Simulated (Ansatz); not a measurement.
# HO− with HBr: structure and interaction energy

Aim: relax the pair, then compute its interaction energy with counterpoise at many levels, up to CCSD(T).

The runs use Ansatz 0.2.0, Gaussian basis; PBE0-D4 structure, single points in def2-TZVPPD.

Levels: PBE-D4, revPBE-D4, BLYP-D4, r2SCAN-D4, B97M-V, PBE0-D4, B3LYP-D4, HSE06-D4, wB97X-V, wB97M-V, B2PLYP, Hartree-Fock, MP2, CCSD, CCSD(T). The reference is CCSD(T) extrapolated to the basis limit. For elements past Ar these valence bases correlate outer-core shells poorly and lack relativity, so that limit is rough.

Correlated methods freeze the cores. Filled d shells of the heavier atoms are correlated. B3LYP uses VWN-RPA correlation. B2PLYP carries no dispersion term here.

27 further runs of the same task are left out: 27 set aside as unsound or not needed.

### 1 The starting structure

The pair, from a GFN2-xTB docking trial: 4 atoms, charge -1, spin multiplicity 1.

Atoms are counted from 1 here; the program's logs count them from 0.

Bond lengths: O1–H2 0.957 Å, Br3–H4 1.774 Å.

As a file:

```csv
atom,x (Å),y (Å),z (Å)
O1,-0.08440,0.58480,-1.37460
H2,0.31330,-0.17160,-1.80490
Br3,-0.10240,0.01640,0.73130
H4,-0.12650,-0.42950,2.44820
```

Atoms 1 to 2 are fragment A (HO−), the rest fragment B (HBr).

### 2 A first relaxation in a small basis

pre/in.yaml reads:

```yaml
crystal:
  periodic: [false, false, false]
  atoms:
    - {symbol: O, position_ang: [-0.084400, 0.584800, -1.374600]}
    - {symbol: H, position_ang: [0.313300, -0.171600, -1.804900]}
    - {symbol: Br, position_ang: [-0.102400, 0.016400, 0.731300]}
    - {symbol: H, position_ang: [-0.126500, -0.429500, 2.448200]}
basis:
  gaussian: {orbitals: def2-SVPD}
total_charge: -1
hamiltonian: {xc: pbe, dispersion: d4}
relax: {f_tol: 0.03, max_steps: 250}
```

The command line of these runs was not kept.

The runs that follow: Relaxation at PBE0-D4; CCSD(T)/def2-TZVPPD; MP2/def2-QZVPPD; Vibrations of the pair.

Before running it: what results should come out? Wanted: interaction energy, CCSD(T)/CBS; of it Hartree-Fock; D4 term of PBE0-D4; shortest contact; lowest wavenumber.

As calculated:

| quantity | value |
| --- | --- |
| interaction energy, CCSD(T)/CBS | -558 meV |
| of it Hartree-Fock (basis limit) | -318 meV |
| D4 term of PBE0-D4 | -27 meV |
| shortest contact | O1–Br3 2.43 Å |
| lowest wavenumber | 225 cm⁻¹ |

In words: The pair is bound by 558 meV at fixed fragment shapes. Hartree-Fock gives 57 % of it, so electrostatics and correlation both count. The functionals run from wB97M-V, off by -7 meV, to PBE-D4, off by -242 meV, against CCSD(T)/CBS. By rung, the mean size of the error is: GGA 193, meta-GGA 189, hybrid 130, screened hybrid 160, range-separated hybrid 8, double hybrid 12 meV. PBE-D4 gives an interaction energy 242 meV too low, an error of 43 % of the reference. CCSD(T) moves by -61 meV from triple zeta to the limit; gaps between functionals far smaller than that don't rank them. A lower arrangement may exist. The T1 diagnostic is large here, over the usual mark for main-group molecules (transition-metal compounds often pass it harmlessly), so CCSD(T) itself may be off.
